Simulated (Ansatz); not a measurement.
I need a rigid scan of one bond angle of AlFH4OSi, SMILES O[SiH2][AlH][F]. Use Ansatz 0.2.0, Python API. Use (for the species named): PBE0, cc-pVDZ basis, multiplicity 1.

```xyz
8

O    -0.6231    1.5150   -0.9605
Si    0.2289    0.8323    0.2928
Al    0.2421   -1.5053   -0.0177
F    -0.5019   -2.2394   -1.4098
H    -1.5950    1.2276   -0.8541
H    -0.3884    1.1705    1.5867
H     1.6353    1.3555    0.2743
H     1.0943   -2.4132    1.0324
```

The script, `bend.py`:
```python
# -*- coding: utf-8 -*-
"""Bending curve of AlFH4OSi."""

import ansatz as az
from ase import Atoms

atoms = Atoms(["O", "Si", "Al", "F", "H", "H", "H", "H"], positions=[
    (-0.6231, 1.515, -0.9605),
    (0.2289, 0.8323, 0.2928),
    (0.2421, -1.5053, -0.0177),
    (-0.5019, -2.2394, -1.4098),
    (-1.595, 1.2276, -0.8541),
    (-0.3884, 1.1705, 1.5867),
    (1.6353, 1.3555, 0.2743),
    (1.0943, -2.4132, 1.0324),
])

# start the scan from a relaxed geometry
first = (
    az.Crystal.molecule_from_ase(atoms).calculation()
    .basis(gaussian="cc-pVDZ")  # atom-centred Gaussian functions
    .functional("pbe0")
    .relax(force_tolerance=0.02, max_steps=80)  # relax until the tolerances are met
)
atoms.positions = first.run(threads=1).report["positions_ang"]

rows = []
for angle in [90, 100, 110, 120, 135, 150, 165, 179]:
    bent = atoms.copy()
    bent.set_angle(1, 0, 4, angle, indices=[4])
    base = (
        az.Crystal.molecule_from_ase(bent).calculation()
        .basis(gaussian="cc-pVDZ")
        .correlation("mp2", electrons="valence")  # correlation on top of the mean field
    )
    rows.append((angle, base.run(threads=1).report["free_energy_ev"]))
floor = min(e for _, e in rows)
for angle, e in rows:
    print(f"angle Si1-O0-H4 = {angle:3d} deg   {1000 * (e - floor):9.1f} meV")
```

```console
$ python bend.py
angle Si1-O0-H4 =  90 deg       265.9 meV
angle Si1-O0-H4 = 100 deg        74.9 meV
angle Si1-O0-H4 = 110 deg         0.0 meV
angle Si1-O0-H4 = 120 deg        14.0 meV
angle Si1-O0-H4 = 135 deg       146.3 meV
angle Si1-O0-H4 = 150 deg       337.3 meV
angle Si1-O0-H4 = 165 deg       505.0 meV
angle Si1-O0-H4 = 179 deg       581.4 meV
```

The settings weren't tested for convergence. The scan is rigid, and the energies are electronic, in a modest basis. The zero is the lowest point of the grid, which needn't be the minimum. The start is relaxed with a density functional and scanned with the wavefunction method, so it isn't exactly that method's minimum. Hardware and time: 45 s on 1 thread of Arm Neoverse V2, with other jobs on the host, peak memory 0.24 GiB.

(A comment or docstring line of the script was reworded after the run, the code is as it ran.)
